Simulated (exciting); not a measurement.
**Ni under changes of volume**

One of the cells (10.890 Å³/atom); the others are scaled copies at fixed shape and fractional positions:

```xyz
1
Lattice="0.0000 1.7593 1.7593 1.7593 0.0000 1.7593 1.7593 1.7593 0.0000" Properties=species:S:1:pos:R:3 pbc="T T T"
Ni    0.0000    0.0000    0.0000
```

The cell was built by a generator and needn't be a form met in nature.

- Program: exciting (release sodium)
- Functional: PBE
- Potentials or basis: all-electron LAPW+lo, shipped species files, valence relativity iora*
- rgkmax: 8
- k mesh: 12 × 12 × 12
- Occupations: fermi-dirac, width 0.05 eV
- Spin: collinear spin, ferromagnetic start

| volume (Å³/atom) | energy over the lowest point (meV/atom) | moment (μB per cell) |
| --- | --- | --- |
| 10.237 | 28.22 | 0.64 |
| 10.454 | 12.03 | 0.66 |
| 10.672 | 3.44 | 0.67 |
| 10.890 | 0.00 | 0.68 |
| 11.108 | 3.71 | 0.69 |
| 11.326 | 11.04 | 0.70 |
| 11.543 | ? | ? |

Q: What does the run at 11.543 Å³/atom give?

A: Energy over the lowest point 22.98 meV/atom; moment 0.70 μB per cell.

Worked out: A Birch-Murnaghan fit of order 3 (a polynomial in V^(-2/3)) to the other rows has its minimum at 10.88 Å³/atom with B0 = V·E''(V) = 204 GPa and B' = 5.6. It gives 23.06 meV/atom at 11.543 Å³/atom, against the run's 22.98. A straight line through the other rows of the moment, of slope 0.0525 μB per Å³/atom, extrapolates to 0.71 μB, against the run's 0.70.

Energies are extrapolated to zero smearing.

Caveats: rgkmax is low for these elements, so energy differences scatter by about 1 meV per atom; the free energy is that total less TS from the occupations.
